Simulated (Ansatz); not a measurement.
# F6GeSi: the cost of one run

Computed with Ansatz 0.2.0, Gaussian basis. Level: the settings change from run to run.

## Step 1: The molecule

The geometry comes from an earlier relaxation with PBE0-D4 in a triple-zeta def2 set; it is a stationary point, not always the lowest conformer.

SMILES `F[Si](F)(F)[Ge]([F])([F])[F]`, 8 atoms, charge 0, spin multiplicity 1.

Atoms are counted from 1 here; the program's logs count them from 0.

Bond lengths: F1–Si2 1.568 Å, Si2–F3 1.568 Å, Si2–F4 1.568 Å, Si2–Ge5 2.381 Å, Ge5–F6 1.711 Å, Ge5–F7 1.711 Å, Ge5–F8 1.711 Å. Angles: F1–Si2–F3 109.4°, F1–Si2–F4 109.4°, F1–Si2–Ge5 109.5°, F3–Si2–F4 109.4°, F3–Si2–Ge5 109.5°, F4–Si2–Ge5 109.5°, Si2–Ge5–F6 112.6°, Si2–Ge5–F7 112.6°, Si2–Ge5–F8 112.6°, F6–Ge5–F7 106.2°, F6–Ge5–F8 106.2°, F7–Ge5–F8 106.2°.

## Step 2: PBE/def2-TZVP

Set apart from the defaults: charge -1, multiplicity 2, density fitting with cc-pVTZ-jkfit, D4 dispersion.

The input, in.yaml:

```yaml
crystal:
  periodic: [false, false, false]
  atoms:
    - {symbol: F, position_ang: [0.726555, -1.659303, 1.426469]}
    - {symbol: Si, position_ang: [0.900728, -0.866614, 0.085320]}
    - {symbol: F, position_ang: [0.796989, -1.858881, -1.123825]}
    - {symbol: F, position_ang: [2.305514, -0.171121, 0.069775]}
    - {symbol: Ge, position_ang: [-0.806172, 0.783330, -0.091582]}
    - {symbol: F, position_ang: [-0.769486, 1.908069, 1.197433]}
    - {symbol: F, position_ang: [-0.684673, 1.701854, -1.530174]}
    - {symbol: F, position_ang: [-2.377354, 0.105566, -0.089116]}
basis:
  gaussian: {orbitals: def2-TZVP, fitting: {mean_field: cc-pVTZ-jkfit}}
total_charge: -1
magnetization: {spin_polarized: true, initial_magnetization: 1}
hamiltonian: {xc: {name: PBE}, dispersion: d4}
```

Launch:

```bash
ansatz run in.yaml --threads 8 --pin off --events-out ev --progress --plain --max-ram 18278MiB
```

Q: Estimate wall time and peak memory on 8 threads of Arm Neoverse V2, shared host.

About 29 s, with a peak of 0.57 GiB.
